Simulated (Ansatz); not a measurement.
**SiSeS: how the settings move a single-point run**

Aim: see which settings change the result for SiSeS, by how much, and at what cost. The cell is built on a prototype (Janus 2H monolayer) and needn't be the phase found in nature.

Program: Ansatz 0.2.0. Level of theory: reference: DFT, HSE06, plane waves, PAW. These are calculated values, not measurements.

2 further runs of the same task are left out: 2 that didn't finish.

## (1) The starting structure

It takes space group P3m1 (No. 156, trigonal). The conventional cell has a = 3.335 Å, b = 3.335 Å, c = 29.572 Å, α = 90.00°, β = 90.00°, γ = 120.00°. Si (site symmetry 3m) is surrounded by 3 S at 2.40 Å and 3 Se at 2.49 Å. S (site symmetry 3m) is surrounded by 3 Si at 2.40 Å. Around Se (site symmetry 3m) lie 3 Si at 2.49 Å.

Coordinates:

```cif
data_structure
_symmetry_space_group_name_H-M 'P 1'
_symmetry_Int_Tables_number 1
_cell_length_a 3.3347
_cell_length_b 3.3347
_cell_length_c 29.5720
_cell_angle_alpha 90.000
_cell_angle_beta 90.000
_cell_angle_gamma 120.000
_cell_volume 284.78
loop_
_atom_site_label
_atom_site_type_symbol
_atom_site_fract_x
_atom_site_fract_y
_atom_site_fract_z
_atom_site_occupancy
Si1 Si 0.33333 0.66667 0.30611 1
S1 S 0.66667 0.33333 0.35441 1
Se1 Se 0.66667 0.33333 0.25250 1
```

## (2) Baseline

Contents of input.yaml:

```yaml
crystal:
  lattice:
    - [3.334669939, 0.0, 0.0]
    - [-1.6673349695, 2.8879088804, 0.0]
    - [0.0, 0.0, 29.5719780424]
  atoms:
    - { symbol: Si, position: [0.3333333333, 0.6666666667, 0.3061146318] }
    - { symbol: S, position: [0.6666666667, 0.3333333333, 0.3544136473] }
    - { symbol: Se, position: [0.6666666667, 0.3333333333, 0.2524982341] }
  periodic: [true, true, false]
kpoints:
  mp_grid: { grid: [6, 6, 1] }
hamiltonian:
  xc: hse06
scf:
  occupations: { method: fermi_dirac, width: 0.02 }
  n_extra_bands: 4
output:
  forces: true
  stress: true
  eigenvalues: true
```

On the command line:

```bash
$ ansatz run input.yaml --threads 4 --pin off --max-ram 4608MiB --backend cpu --events-out ev --progress --plain --runs-dir out
```

What it wrote, cut to the lines that bear on the results:

```text
Warning: output.stress: scf.convergence.dr2_threshold = 1e-7 eV (the SCF's general default) is looser than the 3e-10 eV advised for a printed stress (1e-10 eV for each atom of the cell: 3). What an SCF threshold leaves in a stress goes as its square root, and in the free energy as the [...]
Warning: output.stress: scf.exx.energy_threshold = 1e-6 eV is looser than the 3e-8 eV advised for a stress under a hybrid functional (1e-8 eV for each atom of the cell: 3). Every SCF of the exchange loop can meet its threshold on dr2 while the loop round them stops early: no threshold on [...]
Warning: RAYON_NUM_THREADS=4 ignored (pool sized by the plan → 4); use --threads N
scf.n_extra_bands = 4 over 13 filled bands (N_el = 26.0): the run solves 17 bands
[...]
Pseudopotentials: kind: paw
Pseudopotential: Si, paw, valence charge 4, recommended cutoff 420 eV (normal), Si.paw.azcp
Pseudopotential: S, paw, valence charge 6, recommended cutoff 420 eV (normal), S.paw.azcp
Pseudopotential: Se, paw, valence charge 16, recommended cutoff 420 eV (normal), Se.paw.azcp
Functional definition: HSE06
[...]
Crystal: 3 atoms, lattice volume = 284.785 Å³
Basis set: ecut = 420 eV, 5643 PW (Γ), exchange–correlation on 48×48×400 points (8 copies of the dense FFT grid, shifted against one another)
Bands: 17, of which v1, the nominal top of the filled ones, is band 13 counted from 1 (12 counted from 0)
Symmetry: 6 space group operations
Space group: P3m1 (ITA 156), of the structure as read, at distance tolerance 6.6e-5 Å
k-points: 7 of 36 (time reversal used)
[...]
SCF iter   1: F=—  HF=-7006.895850 eV  |F-HF|=—  |Δ(HF+E_count)|=         —  Δρ=2.13e-3  dr2=2.07e-2  ethr=1.77e-3  ⟨swp⟩=12.0  Hψ=595  notcnv=0
[...]
Frozen-core exchange: fock
[...]
SCF 2 stopped early in 9 iterations: F = -7009.227873 eV  dr2 = 2.50e-6
[...]
hybrid outer 1: dexx = +8.964e-3 eV, tail = 8.92e-5 eV
[...]
Frozen-core exchange: fock
[...]
hybrid outer 2: dexx = +5.279e-6 eV, tail = 9.62e-8 eV, Δε = 4.16e-3 eV (about 2.98e-4 eV left of the loop's levels), ΔF = 1.01e-2 eV/Å (tail 2.54e-3)
[...]
Frozen-core exchange: fock
[...]
SCF iter   4: F=-7009.228041 eV  HF=-7009.228041 eV  |F-HF|=4.64e-11  |Δ(HF+E_count)|=  1.54e-10  Δρ=1.72e-7  dr2=4.36e-11  ethr=5.07e-12  ⟨swp⟩=3.0  Hψ=224  notcnv=0  defer=1
[...]
hybrid outer 3: dexx = +3.935e-10 eV, tail = 1.09e-10 eV, Δε = 7.93e-5 eV (about 1.00e-5 eV left of the loop's levels), ΔF = 4.53e-4 eV/Å (tail 1.11e-4)
hybrid SCF converged: 3 outer / 21 inner (+10 warm-up), last move |dexx| = 3.94e-10 eV, tail = 1.09e-10 eV
Stability not checked: this state was not tested for a lower state beside it, because the functional holds exact exchange (a hybrid, or Hartree-Fock), whose exchange loop this test does not read (fock_operator; see scf.lower_state_search)
Free energy (F): -7009.228041 eV
Frozen-core exchange: fock
[...]
E sigma→0 (E₀):  -7009.226607 eV
Entropy (-TS):   -0.002869 eV (-0.956 meV/atom)
Fermi energy:    -5.390094 eV
[...]
--- Forces (eV/Å), atoms counted from 1 ---
  atom   1  Si     0.00000000    -0.00000000     0.23178091
  atom   2  S      0.00000000     0.00000000    -0.21156515
  atom   3  Se     0.00000000     0.00000000    -0.02013855
[...]
--- 2D stress c σ (N/m, compression-positive) ---
       -1.236270       0.000000       0.000000
        0.000000      -1.236270       0.000000
        0.000000       0.000000       0.000000
  P = ½ c Tr σ = -1.2363 N/m
--- Band table (eV; the first three rows and the last of 7) ---
  k-point 0: bands = ["-57.2832", "-57.2832", "-57.2324", "-57.2324", "-57.2161", "-23.2461", "-21.0095", "-13.6592", "-8.7363", "-7.5511", "-7.5511", "-5.3423", "-5.3423", "-3.6562", "-1.3321", "-1.3321", "-0.8568"]
[...]
  the weakly bound empty levels are not read free of the cell's end (exact_exchange)
```

Run time: 1.7 min. Hardware: 4 threads of Arm Neoverse N1, shared host; peak memory 2 GiB.

## (3) A further run, with the input changed

input.yaml: that of step 2 with these lines changed.

```diff
@@ -17,2 +17,4 @@
   n_extra_bands: 4
+  mixing: { beta: 1.0 }
+  max_iter: 70
 output:
```

On the command line:

```bash
$ ansatz run input.yaml --threads 4 --pin off --max-ram 4608MiB --backend cpu --events-out ev --progress --plain --runs-dir out
```

What it wrote, cut to the lines that bear on the results:

```text
Warning: output.stress: scf.convergence.dr2_threshold = 1e-7 eV (the SCF's general default) is looser than the 3e-10 eV advised for a printed stress (1e-10 eV for each atom of the cell: 3). What an SCF threshold leaves in a stress goes as its square root, and in the free energy as the [...]
Warning: output.stress: scf.exx.energy_threshold = 1e-6 eV is looser than the 3e-8 eV advised for a stress under a hybrid functional (1e-8 eV for each atom of the cell: 3). Every SCF of the exchange loop can meet its threshold on dr2 while the loop round them stops early: no threshold on [...]
Warning: RAYON_NUM_THREADS=4 ignored (pool sized by the plan → 4); use --threads N
scf.n_extra_bands = 4 over 13 filled bands (N_el = 26.0): the run solves 17 bands
[...]
[... 5 set-up lines as earlier in the session ...]
[...]
Crystal: 3 atoms, lattice volume = 284.785 Å³
[...]
hybrid SCF converged: 3 outer / 22 inner (+10 warm-up), last move |dexx| = 5.33e-10 eV, tail = 4.13e-10 eV
Stability not checked: this state was not tested for a lower state beside it, because the functional holds exact exchange (a hybrid, or Hartree-Fock), whose exchange loop this test does not read (fock_operator; see scf.lower_state_search)
Free energy (F): -7009.228041 eV
Frozen-core exchange: fock
[...]
E sigma→0 (E₀):  -7009.226607 eV
Entropy (-TS):   -0.002868 eV (-0.956 meV/atom)
Fermi energy:    -5.390107 eV
[...]
--- Forces (eV/Å), atoms counted from 1 ---
  atom   1  Si     0.00000000    -0.00000000     0.23179977
  atom   2  S      0.00000000     0.00000000    -0.21156417
  atom   3  Se    -0.00000000     0.00000000    -0.02015621
[...]
--- 2D stress c σ (N/m, compression-positive) ---
       -1.236317       0.000000       0.000000
        0.000000      -1.236317       0.000000
        0.000000       0.000000       0.000000
  P = ½ c Tr σ = -1.2363 N/m
--- Band table (eV; the first three rows and the last of 7) ---
  k-point 0: bands = ["-57.2832", "-57.2832", "-57.2324", "-57.2324", "-57.2161", "-23.2461", "-21.0095", "-13.6592", "-8.7363", "-7.5511", "-7.5511", "-5.3423", "-5.3423", "-3.6562", "-1.3321", "-1.3321", "-0.8568"]
[...]
  the weakly bound empty levels are not read free of the cell's end (exact_exchange)
```

Wall time 1.8 min (4 threads of Arm Neoverse N1, shared host); peak memory 2 GiB.

## (4) A look at that input

The run converged and reported no error, with warnings (filled band counts differ across k points, stress exchange threshold loose, stress scf threshold loose). Its log warns: «output.stress: scf.convergence.dr2_threshold = 1e-7 eV (the SCF's general default) is looser than the 3e-10 eV advised for a printed stress (1e-10 eV for each atom of the ...»

The suspect setting: scf.mixing.beta is 1.0. The risk: mixing too aggressive. The cell is 30 Å long, and long cells are the most prone to it: the response to a density error grows as the square of its wavelength in a metal. Here it converged all the same; such a setting changes the road, not the converged state.

To undo it: delete scf.mixing.beta (the default then holds).

Same state: the changed mixing leaves the energy within 0.5 meV/atom. Cost: 32 SCF cycles against 31.

## (5) All runs together

| run | ending | energy change | gap (eV) | force (eV/Å) | cycles | time |
| --- | --- | --- | --- | --- | --- | --- |
| reference | converged | 0 | 0.00 | 0.23 | 31 | 1.7 min |
| 1: mixing.beta 1.0 | converged | 0.0 meV/atom | 0.00 | 0.23 | 32 | 1.8 min |

Residual by cycle in the longest SCF loop of each run; runs are numbered as in the table. The quantity is the density residual dr2, in eV.

| cycle | reference | run 1 |
| --- | --- | --- |
| 1 | 0.0207 | 0.0207 |
| 2 | 0.0989 | 0.483 |
| 3 | 0.0797 | 0.388 |
| 4 | 0.0214 | 0.116 |
| 5 | 7.2e-4 | 0.00389 |
| 6 | 1.3e-5 | 1.8e-5 |
| 7 | 8.4e-7 | 6.1e-7 |
| 8 | 1.3e-8 | 1.8e-8 |
| 9 | 4.9e-9 | 6.2e-9 |
| 10 | 1.2e-10 | 8.3e-10 |

Same state: the changed mixing leaves the energy within 0.5 meV/atom. Cost: 32 SCF cycles against 31.
